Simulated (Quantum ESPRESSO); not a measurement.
Input of a Quantum ESPRESSO 7.5 run:

File run.py:

```python
import numpy as np
from ase.calculators.espresso import Espresso, EspressoProfile
import spglib
from ase import Atoms
from ase.io import read

atoms = read('TaF3.cif')
cell, pos, num = spglib.standardize_cell((atoms.cell[:], atoms.get_scaled_positions(), atoms.numbers), to_primitive=True, symprec=1e-4)
atoms = Atoms(numbers=num, cell=cell, scaled_positions=pos, pbc=True)

input_data = {
    'control': {'calculation': 'scf', 'prefix': 'pwscf', 'outdir': './tmp', 'tprnfor': True, 'tstress': True, 'disk_io': 'low'},
    'system': {'ecutwfc': 56.0, 'ecutrho': 448.0, 'nbnd': 25, 'occupations': 'smearing', 'smearing': 'fd', 'degauss': 0.00367493, 'vdw_corr': 'grimme-d3', 'dftd3_version': 4},
    'electrons': {'conv_thr': 8e-10, 'electron_maxstep': 120, 'mixing_beta': 0.5},
}
pseudopotentials = {'Ta': 'ta_pbesol_v1.uspp.F.UPF', 'F': 'f_pbesol_v1.4.uspp.F.UPF'}
profile = EspressoProfile(command='mpirun -n 2 pw.x -nk 2', pseudo_dir='pseudo')
dft = Espresso(profile=profile, input_data=input_data, pseudopotentials=pseudopotentials, kpts=(7, 7, 7), koffset=(0, 0, 0))
atoms.calc = dft

from ase.optimize import LBFGS
from ase.filters import FrechetCellFilter
done = LBFGS(FrechetCellFilter(atoms), trajectory='opt.traj').run(fmax=0.02, steps=30)
print('converged', done)
print('cell (A)', np.round(atoms.cell.cellpar(), 5))
print(f'energy {atoms.get_potential_energy():.8f} eV')
print('forces (eV/A)')
print(np.round(atoms.get_forces(), 6))
print('stress (eV/A^3, Voigt)')
print(np.round(atoms.get_stress(), 8))
print(f'Fermi level {dft.get_fermi_level():.4f} eV')
```

Contents of TaF3.cif:

```cif
data_TaF3
_cell_length_a 3.90120000
_cell_length_b 3.90120000
_cell_length_c 3.90120000
_cell_angle_alpha 90.00000000
_cell_angle_beta 90.00000000
_cell_angle_gamma 90.00000000
_space_group_name_H-M_alt 'Pm-3m'
_space_group_name_Hall '-P 4 2 3'
_space_group_IT_number 221
loop_
_space_group_symop_operation_xyz
'x,y,z'
'-x,-y,-z'
'-y,x,z'
'y,-x,-z'
'-x,-y,z'
'x,y,-z'
'y,-x,z'
'-y,x,-z'
'x,-y,-z'
'-x,y,z'
'-y,-x,-z'
'y,x,z'
'-x,y,-z'
'x,-y,z'
'y,x,-z'
'-y,-x,z'
'z,x,y'
'-z,-x,-y'
'z,-y,x'
'-z,y,-x'
'z,-x,-y'
'-z,x,y'
'z,y,-x'
'-z,-y,x'
'-z,x,-y'
'z,-x,y'
'-z,-y,-x'
'z,y,x'
'-z,-x,y'
'z,x,-y'
'-z,y,x'
'z,-y,-x'
'y,z,x'
'-y,-z,-x'
'x,z,-y'
'-x,-z,y'
'-y,z,-x'
'y,-z,x'
'-x,z,y'
'x,-z,-y'
'-y,-z,x'
'y,z,-x'
'-x,-z,-y'
'x,z,y'
'y,-z,-x'
'-y,z,x'
'x,-z,y'
'-x,z,-y'
loop_
_atom_site_label
_atom_site_type_symbol
_atom_site_symmetry_multiplicity
_atom_site_Wyckoff_symbol
_atom_site_fract_x
_atom_site_fract_y
_atom_site_fract_z
_atom_site_occupancy
Ta1 Ta 1 a 0.0000000000 0.0000000000 0.0000000000 1
F1 F 3 d 0.0000000000 0.0000000000 0.5000000000 1
```

Potentials or basis: GBRV 1.5 PBEsol.

Launch:

```sh
$ OMP_NUM_THREADS=1 python run.py
```

**Question.** Predict the relaxed volume.

**Answer.** 16.82 Å³/atom.

**Question.** Estimate the relaxed cell.

**Answer.** a = 4.067 Å, b = 4.067 Å, c = 4.067 Å, α = 90.00°, β = 90.00°, γ = 90.00°.

**Question.** Predict the band gap on the k mesh.

**Answer.** None (metal or under the smearing width).

Final structure:
```xyz
4
Lattice="4.0671 0.0000 0.0000 0.0000 4.0671 0.0000 0.0000 0.0000 4.0671" Properties=species:S:1:pos:R:3 pbc="T T T"
Ta    0.0000    0.0000    0.0000
F     0.0000    0.0000    2.0336
F     2.0336    0.0000    0.0000
F     0.0000    2.0336    0.0000
```

Caveat: pairwise dispersion overbinds metals, which lowers pressure and volume. Spin-orbit coupling is left out, which matters for the levels of Ta.
